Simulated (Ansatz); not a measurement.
Geometry optimisation, Ansatz 0.2.0, DFT PBE-D3(BJ), scalar-relativistic, plane waves, PAW.

The input (input.yaml):

```yaml
crystal:
  lattice:
    - [0.0, 5.43, 5.43]
    - [5.43, 0.0, 5.43]
    - [5.43, 5.43, 0.0]
  atoms:
    - { symbol: Si, position: [0.0, 0.0, 0.0] }
    - { symbol: Si, position: [0.125, 0.125, 0.125] }
    - { symbol: Si, position: [0.0, 0.0, 0.5] }
    - { symbol: Si, position: [0.125, 0.125, 0.625] }
    - { symbol: Si, position: [0.0, 0.5, 0.0] }
    - { symbol: Si, position: [0.125, 0.625, 0.125] }
    - { symbol: Si, position: [0.0, 0.5, 0.5] }
    - { symbol: Si, position: [0.125, 0.625, 0.625] }
    - { symbol: Si, position: [0.5, 0.0, 0.0] }
    - { symbol: Si, position: [0.625, 0.125, 0.125] }
    - { symbol: Si, position: [0.5, 0.0, 0.5] }
    - { symbol: Si, position: [0.625, 0.125, 0.625] }
    - { symbol: Si, position: [0.5, 0.5, 0.0] }
    - { symbol: Si, position: [0.625, 0.625, 0.125] }
    - { symbol: Si, position: [0.5, 0.5, 0.5] }
    - { symbol: Si, position: [0.625, 0.625, 0.625] }
    - { symbol: Ti, position: [0.8274241, 0.3175388, 0.0562874] }
basis:
  ecutwfc: 420.0
kpoints:
  mp_grid: { grid: [2, 2, 2] }
hamiltonian:
  xc: pbe
  dispersion: d3bj
  pseudopotentials: { kind: paw, azcp: { folder: soft_1 } }
scf:
  occupations: { method: fermi_dirac, width: 0.02 }
  lower_state_search: "off"
relax:
  f_tol: 0.03
  max_steps: 60
  adjacent_minimum: "off"
```

Command:

```bash
$ ansatz run input.yaml --threads 1 --pin off --max-ram 3072MiB --backend cpu --events-out ev --progress --plain --runs-dir out
```

Where does it end, and by what steps?

The run converged. Limits of this set-up: coarse k mesh. After 11 steps the energy has fallen by 3.448 eV; Ti17 moved furthest, 1.07 Å. Joined: Si16–Ti17 (3.55 → 2.76 Å).

```tsv
step	energy less start (eV)	largest force component (eV/Å)	accepted
0	0.0000	4.536	yes
1	-1.4375	1.528	yes
2	-1.7049	0.259	yes
3	-1.7563	0.336	yes
4	-2.0357	1.041	yes
5	-2.4029	1.013	yes
6	-2.7807	0.709	yes
7	-3.1775	0.548	yes
8	-3.4254	0.207	yes
9	-3.4463	0.071	yes
10	-3.4470	0.071	yes
11	-3.4482	0.014	yes
```

```xyz
17
Lattice="0.0000 5.4300 5.4300 5.4300 0.0000 5.4300 5.4300 5.4300 0.0000" Properties=species:S:1:pos:R:3
Si -0.012 0.088 -0.079
Si 1.393 1.435 1.324
Si 2.770 2.741 -0.047
Si 4.075 4.117 1.324
Si 2.800 0.088 2.727
Si 4.117 1.406 4.031
Si 5.432 2.718 2.723
Si 6.832 4.118 4.076
Si 0.019 2.739 2.698
Si 1.393 4.113 4.005
Si 2.768 5.485 2.701
Si 4.110 6.827 4.042
Si 2.800 2.709 5.351
Si 4.148 4.114 6.753
Si 5.456 5.488 5.382
Si 6.831 6.793 6.753
Ti 1.400 4.118 6.751
```

Whether the end is a true minimum wasn't checked by a vibrational analysis.

Run time: 66 s on 1 thread of Arm Neoverse V2, with other jobs on the host, peak memory 0.54 GiB.
